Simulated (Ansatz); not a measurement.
# TiAl: properties at the relaxed cell

The task here is to estimate one member of a computed series from the others.

Program: Ansatz 0.2.0. Level of theory: DFT r2SCAN, scalar-relativistic, plane waves, PAW. These are calculated values, not measurements.

1 further run of the same task is left out (set aside as unsound or not needed).

**The starting structure**

It takes space group P4/mmm (No. 123, tetragonal). Conventional cell: a = 2.811 Å, b = 2.811 Å, c = 4.065 Å, α = 90.00°, β = 90.00°, γ = 90.00°. Ti (site symmetry 4/mmm) is surrounded by 4 Ti at 2.81 Å and 8 Al at 2.84 Å. Al (site symmetry 4/mmm) has 4 Al at 2.81 Å and 8 Ti at 2.84 Å as nearest neighbours.

Coordinates:

```
Ti Al
1.0
     2.81056    0.00000    0.00000
     0.00000    2.81056    0.00000
     0.00000    0.00000    4.06500
Ti Al
1 1
Cartesian
  0.0000 0.0000 0.0000
  1.4053 1.4053 2.0325
```

This cell was relaxed beforehand with the same method: volume 16.06 Å³/atom, gap on the mesh none (metal).

The first run:

input.yaml reads:

```yaml
crystal:
  lattice:
    - [2.810562074, 0.0, 0.0]
    - [0.0, 2.810562074, 0.0]
    - [0.0, 0.0, 4.0650008064]
  atoms:
    - { symbol: Ti, position: [0.0, 0.0, 0.0] }
    - { symbol: Al, position: [0.5, 0.5, 0.5] }
basis:
  ecutwfc: 500
kpoints:
  mp_grid: { grid: [14, 14, 10] }
  band_path:
    path:
      - [[0.0, 0.0, 0.0], [0.0, 0.5, 0.0], [0.5, 0.5, 0.0], [0.0, 0.0, 0.0], [0.0, 0.0, 0.5], [0.0, 0.5, 0.5], [0.5, 0.5, 0.5], [0.0, 0.0, 0.5]]
      - [[0.0, 0.5, 0.0], [0.0, 0.5, 0.5]]
      - [[0.5, 0.5, 0.0], [0.5, 0.5, 0.5]]
    npoints: 14
hamiltonian:
  xc: r2scan
scf:
  occupations: { method: gaussian, width: 0.1 }
  n_extra_bands: 6
output:
  forces: true
  stress: true
  eigenvalues: true
  populations: true
  dos: { projected: true, de: 0.02, nscf_kmesh: { grid: [21, 21, 15] } }
  bader: true
```

Launch:

```bash
$ ansatz run input.yaml --threads 1 --pin off --max-ram 2560MiB --backend cpu --events-out ev --progress --plain --runs-dir out
```

Steps of the session up to this table: Static run: bands, density of states and charges; Volume × 0.97; The cell scaled to 1.03 of its volume; The cell scaled to 0.94 of its volume; Volume × 1.06.

One of the session's tables, all rows but one given; the rest of the session is left out.

It belongs to the step «Fit of the equation of state». 

```
volume (Å³/atom)  energy above the lowest point (meV/atom)  pressure (GPa)
          15.092                                      23.9            8.44
          15.574                                         ?               ?
          16.055                                       0.0            0.00
          16.537                                       5.3           -3.38
          17.019                                      20.1           -6.29
```

Estimate the missing values for volume (Å³/atom) = 15.574.

Worked estimate for «energy above the lowest point (meV/atom)». A straight line through the neighbours (15.092, 23.9) and (16.055, 0.0) gives 23.9 + (0.0 − 23.9) × (15.574 − 15.092) / (16.055 − 15.092) = 11.9; a parabola fitted to 3 rows on both sides gives 6.2.

**Answer.** energy above the lowest point (meV/atom): 5.6; pressure (GPa): 3.91. In «energy above the lowest point (meV/atom)» the line misses by +6.3 and the parabola by +0.6.
